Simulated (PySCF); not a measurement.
**I⁺: dipole response in aug-cc-pVTZ-PP with ECP28**

Aim: the static polarisability and the C₆ coefficient of I⁺, method by method.

The numbers are computed with PySCF 2.14.0 (unrestricted determinants in a Gaussian basis, no spin-orbit coupling in the energies), except any that are marked as measured or tabulated.

**1. The system**

* Element: iodine (Z = 53)
* Basis: aug-cc-pVTZ-PP with ECP28MDF
* Hamiltonian: a scalar-relativistic core potential
* State 1: I⁺: [Kr] 4d10 5s2 5p4, high-spin 3P determinant
* Methods: UHF, PBE, PBE0, BP86

Outer shells as boxes (Hund's rule):

I+ [Kr] 4d10 5s2 5p4
```
[Kr] core
4d [↑↓][↑↓][↑↓][↑↓][↑↓]
5s [↑↓]
5p [↑↓][↑ ][↑ ]
```

One driver process ran all states and methods and kept the integrals in memory. Each run is shown as a PySCF script that sums up its settings (the driver passes frozen orbitals as a list and adds second-order terms of double hybrids); the logs are those of the runs themselves. The driver starts from symmetry-adapted Hartree-Fock orbitals, holds the occupation by maximum overlap and uses a logarithmic radial grid for functionals, so a plain start would take other cycles.

The integrals over 55 functions and the set-up took 0.43 s of CPU time.

**2. I⁺, method by method**

UHF:

Contents of input.py:

```python
from pyscf import gto, scf, dft, mp, cc
import basis_set_exchange as bse
txt = bse.get_basis("aug-cc-pVTZ-PP", elements=["I"], fmt="nwchem", header=False)
cut = txt.index("\nECP")
mol = gto.M(atom="I 0 0 0", charge=1, spin=2, symmetry="D2h",
            basis=gto.basis.parse(txt[:cut]),
            ecp={"I": gto.basis.parse_ecp(txt[cut:])})
mf = scf.UHF(mol)
mf.irrep_nelec = {'Ag': (4, 4), 'B1g': (1, 1), 'B2g': (1, 1), 'B3g': (1, 1), 'B1u': (2, 1), 'B2u': (2, 2), 'B3u': (2, 1)}
mf.kernel()
```

Standard output:

```text
damping factor = 0
level_shift factor = 0
DIIS = <class 'pyscf.scf.diis.CDIIS'>
diis_start_cycle = 1
diis_space = 10
diis_damp = 0
SCF conv_tol = 1e-09
SCF conv_tol_grad = None
number electrons alpha = 13  beta = 11
cycle= 1 E= -294.310263761437  delta_E= -0.00532  |g|= 0.0271  |ddm|= 0.0914
cycle= 2 E= -294.310954209103  delta_E= -0.00069  |g|= 0.0106  |ddm|= 0.0328
cycle= 3 E= -294.311084716443  delta_E= -0.000131  |g|= 0.000744  |ddm|= 0.0247
cycle= 4 E= -294.311085480698  delta_E= -7.64e-07  |g|= 0.000155  |ddm|= 0.00353
cycle= 5 E= -294.311085508163  delta_E= -2.75e-08  |g|= 5.09e-05  |ddm|= 0.000699
cycle= 6 E= -294.311085511254  delta_E= -3.09e-09  |g|= 1.04e-05  |ddm|= 0.000267
cycle= 7 E= -294.311085511399  delta_E= -1.45e-10  |g|= 1.08e-06  |ddm|= 6.24e-05
converged SCF energy = -294.311085511399  <S^2> = 2.0107696  2S+1 = 3.0071712
```

It used 2.2 s of CPU time after the integrals (shared host).

The occupied shells:

| shell | electrons | mean orbital energy (eV) | spread (eV) | rms radius (bohr) |
| --- | --- | --- | --- | --- |
| 4s α | 1 | -220.49 | 0 | 0.796 |
| 4s β | 1 | -220.02 | 0 | 0.796 |
| 4p α | 3 | -161.28 | 0.707 | 0.854 |
| 4p β | 3 | -160.81 | 0.106 | 0.854 |
| 4d α | 5 | -72.176 | 0.753 | 0.997 |
| 4d β | 5 | -71.806 | 0.409 | 0.997 |
| 5s α | 1 | -34.782 | 0 | 2.09 |
| 5s β | 1 | -29.664 | 0 | 2.09 |
| 5p α | 3 | -20.458 | 1.702 | 2.49 |
| 5p β | 1 | -18.365 | 0 | 2.49 |

⟨S²⟩ = 2.011, ⟨L²⟩ = 2.04.

The driver then solved the coupled dipole response at imaginary frequencies: mean α = 20.13 bohr³ (xx, yy, zz: 19.77, 20.86, 19.77), C₆ = 170.1 au for a like pair.

Energies and moments cover only the electrons outside the core potential.

PBE:

Changes to input.py:

```diff
@@ -7,3 +7,3 @@
             ecp={"I": gto.basis.parse_ecp(txt[cut:])})
-mf = scf.UHF(mol)
+mf = dft.UKS(mol, xc="PBE")
 mf.irrep_nelec = {'Ag': (4, 4), 'B1g': (1, 1), 'B2g': (1, 1), 'B3g': (1, 1), 'B1u': (2, 1), 'B2u': (2, 2), 'B3u': (2, 1)}
```

Standard output:

```text
damping factor = 0
level_shift factor = 0
DIIS = <class 'pyscf.scf.diis.CDIIS'>
diis_start_cycle = 1
diis_space = 10
diis_damp = 0
SCF conv_tol = 1e-09
SCF conv_tol_grad = None
number electrons alpha = 13  beta = 11
XC functionals = PBE
    J. P. Perdew, K. Burke, and M. Ernzerhof.,  Phys. Rev. Lett. 77, 3865 (1996)
    J. P. Perdew, K. Burke, and M. Ernzerhof.,  Phys. Rev. Lett. 78, 1396 (1997)
    J. P. Perdew, K. Burke, and M. Ernzerhof.,  Phys. Rev. Lett. 77, 3865 (1996)
    J. P. Perdew, K. Burke, and M. Ernzerhof.,  Phys. Rev. Lett. 78, 1396 (1997)
cycle= 1 E= -295.283630554465  delta_E= -0.00808  |g|= 0.0213  |ddm|= 0.459
cycle= 2 E= -295.283817219912  delta_E= -0.000187  |g|= 0.00478  |ddm|= 0.0621
cycle= 3 E= -295.283825111461  delta_E= -7.89e-06  |g|= 0.000462  |ddm|= 0.0098
cycle= 4 E= -295.283825179188  delta_E= -6.77e-08  |g|= 0.00024  |ddm|= 0.00128
cycle= 5 E= -295.283825198226  delta_E= -1.9e-08  |g|= 4.15e-06  |ddm|= 0.000492
cycle= 6 E= -295.283825198237  delta_E= -1.07e-11  |g|= 7.44e-07  |ddm|= 1.43e-05
converged SCF energy = -295.283825198237  <S^2> = 2.0027025  2S+1 = 3.0018011
```

It used 4.3 s of CPU time after the integrals (shared host).

The driver then solved the coupled dipole response at imaginary frequencies: mean α = 20.69 bohr³ (xx, yy, zz: 20.07, 21.92, 20.07), C₆ = 175.2 au for a like pair.

PBE0:

Changes to input.py:

```diff
@@ -7,3 +7,3 @@
             ecp={"I": gto.basis.parse_ecp(txt[cut:])})
-mf = dft.UKS(mol, xc="PBE")
+mf = dft.UKS(mol, xc="PBE0")
 mf.irrep_nelec = {'Ag': (4, 4), 'B1g': (1, 1), 'B2g': (1, 1), 'B3g': (1, 1), 'B1u': (2, 1), 'B2u': (2, 2), 'B3u': (2, 1)}
```

Standard output:

```text
damping factor = 0
level_shift factor = 0
DIIS = <class 'pyscf.scf.diis.CDIIS'>
diis_start_cycle = 1
diis_space = 10
diis_damp = 0
SCF conv_tol = 1e-09
SCF conv_tol_grad = None
number electrons alpha = 13  beta = 11
XC functionals = PBE0
    C. Adamo and V. Barone.,  J. Chem. Phys. 110, 6158 (1999)
    M. Ernzerhof and G. E. Scuseria.,  J. Chem. Phys. 110, 5029 (1999)
cycle= 1 E= -295.309778328109  delta_E= -0.00624  |g|= 0.0132  |ddm|= 0.315
cycle= 2 E= -295.309896025119  delta_E= -0.000118  |g|= 0.00208  |ddm|= 0.0348
cycle= 3 E= -295.309900374573  delta_E= -4.35e-06  |g|= 0.000405  |ddm|= 0.00548
cycle= 4 E= -295.309900532828  delta_E= -1.58e-07  |g|= 0.000137  |ddm|= 0.00124
cycle= 5 E= -295.309900537709  delta_E= -4.88e-09  |g|= 1.04e-05  |ddm|= 0.00023
cycle= 6 E= -295.309900537753  delta_E= -4.43e-11  |g|= 3.37e-07  |ddm|= 3.19e-05
converged SCF energy = -295.309900537753  <S^2> = 2.0037773  2S+1 = 3.0025172
```

It used 6.6 s of CPU time after the integrals (shared host).

The driver then solved the coupled dipole response at imaginary frequencies: mean α = 20.32 bohr³ (xx, yy, zz: 19.79, 21.38, 19.79), C₆ = 171.5 au for a like pair.

BP86:

Changes to input.py:

```diff
@@ -7,3 +7,3 @@
             ecp={"I": gto.basis.parse_ecp(txt[cut:])})
-mf = dft.UKS(mol, xc="PBE0")
+mf = dft.UKS(mol, xc="B88,P86")
 mf.irrep_nelec = {'Ag': (4, 4), 'B1g': (1, 1), 'B2g': (1, 1), 'B3g': (1, 1), 'B1u': (2, 1), 'B2u': (2, 2), 'B3u': (2, 1)}
```

Standard output:

```text
damping factor = 0
level_shift factor = 0
DIIS = <class 'pyscf.scf.diis.CDIIS'>
diis_start_cycle = 1
diis_space = 10
diis_damp = 0
SCF conv_tol = 1e-09
SCF conv_tol_grad = None
number electrons alpha = 13  beta = 11
XC functionals = B88,P86
    A. D. Becke.,  Phys. Rev. A 38, 3098 (1988)
    J. P. Perdew.,  Phys. Rev. B 33, 8822 (1986)
cycle= 1 E= -295.426013285045  delta_E= -0.00849  |g|= 0.0213  |ddm|= 0.498
cycle= 2 E= -295.426221946814  delta_E= -0.000209  |g|= 0.00407  |ddm|= 0.0652
cycle= 3 E= -295.426230515718  delta_E= -8.57e-06  |g|= 0.000453  |ddm|= 0.011
cycle= 4 E= -295.426230581785  delta_E= -6.61e-08  |g|= 0.000251  |ddm|= 0.00131
cycle= 5 E= -295.426230600247  delta_E= -1.85e-08  |g|= 3.64e-06  |ddm|= 0.000482
cycle= 6 E= -295.426230600252  delta_E= -4.77e-12  |g|= 2.58e-07  |ddm|= 9.26e-06
converged SCF energy = -295.426230600252  <S^2> = 2.0024487  2S+1 = 3.001632
```

It used 4.5 s of CPU time after the integrals (shared host).

The driver then solved the coupled dipole response at imaginary frequencies: mean α = 20.64 bohr³ (xx, yy, zz: 20.02, 21.88, 20.02), C₆ = 174.5 au for a like pair.

Radial density 4πr²ρ of I⁺ at UHF, the electrons outside the core potential:

| r (bohr) | density | spin density |
| --- | --- | --- |
| 0.00215 | 1.44e-05 | 0.000 |
| 0.00362 | 3.96e-05 | 0.000 |
| 0.00608 | 0.000105 | 0.000 |
| 0.0102 | 0.000249 | 0.000 |
| 0.0172 | 0.000500 | 0.000 |
| 0.0289 | 0.000874 | 0.000 |
| 0.0487 | 0.00137 | 0.000 |
| 0.0819 | 0.00370 | 0.000 |
| 0.138 | 0.0268 | 0.000 |
| 0.232 | 0.350 | 0.004 |
| 0.390 | 5.53 | 0.068 |
| 0.655 | 26.5 | 0.195 |
| 1.10 | 13.3 | 0.075 |
| 1.85 | 4.31 | 1.143 |
| 3.12 | 1.18 | 0.456 |
| 5.25 | 0.0368 | 0.013 |

**3. Polarisabilities and C₆**

I⁺, in atomic units:

| method | mean α | C₆ (like pair) | S(−4) |
| --- | --- | --- | --- |
| UHF | 20.13 | 170.1 | 73.44 |
| PBE | 20.69 | 175.2 | 81.23 |
| PBE0 | 20.32 | 171.5 | 76.59 |
| BP86 | 20.64 | 174.5 | 80.66 |

α(iu) at BP86:

| u (hartree) | α(iu) (bohr³) |
| --- | --- |
| 0 | 20.64 |
| 0.0500 | 20.44 |
| 0.100 | 19.87 |
| 0.200 | 17.91 |
| 0.300 | 15.46 |
| 0.500 | 10.98 |
| 0.750 | 7.236 |
| 1.00 | 5.036 |
| 1.50 | 2.842 |
| 2.00 | 1.848 |
| 3.00 | 0.9823 |
| 5.00 | 0.4196 |

**4. What came out**

| quantity | value |
| --- | --- |
| α of I⁺ | 20.13 (UHF) to 20.69 (PBE) bohr³ |

What this shows: A single London oscillator with the computed α and C₆ of I⁺ at UHF would have ω = 4 C₆ / (3 α²) = 0.560 hartree. The basis is finite, and no extrapolation was made.
